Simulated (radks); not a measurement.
# Lu in [Kr] 4d10 4f14 5s2 5p5 5d2 6s2: an all-electron calculation

Wanted: eigenvalues, radial structure and energy terms of neutral lutetium.

The numbers are computed with radks (a radial shooting solver on a logarithmic mesh, Libxc functionals) version 1 (Dirac Kohn-Sham, PBE, spin-unpolarised, spherical densities, finite nucleus; open shells fill j = l - 1/2 first), except any that are marked as measured or tabulated.

## (1) Starting point

| Quantity | Value |
| --- | --- |
| element | lutetium (Z = 71) |
| charge | 0 |
| electrons | 71 |
| configuration | [Kr] 4d10 4f14 5s2 5p5 5d2 6s2 |
| nuclear rms radius | 5.37 fm |

## (2) Self-consistent calculation

Input:

```text
Z 71
configuration [Kr] 4d10 4f14 5s2 5p5 5d2 6s2
relativity Dirac
functional pbe,pbe
spin unpolarised
j_filling energy
nucleus finite rms 5.37 fm
c 137.035999084
```

On the command line:

```console
$ python run_ks.py task.json out
```

The same process makes all the runs of this session.

What does the calculation give?

As calculated:

| quantity | value |
| --- | --- |
| total energy | -14578.1656 hartree |
| exchange-correlation share of it | 2.07 % |
| −T/E | 1.1143 |
| highest occupied level | 5d3/2, -2.828 eV |
| most extended occupied level | 6s1/2, <r> = 3.52 bohr |
| radius at density 0.001 e/bohr³ | 5.03 bohr |
| maxima of the radial density | 4 |

The radial density shows 4 maxima for 6 occupied principal shells; where shells overlap, one shows as a shoulder or not at all. Relativity lifts −T/E to 1.114. This is not the tabulated ground configuration, so its levels and sizes aren't those of the ground state, and no measured value stands beside it.
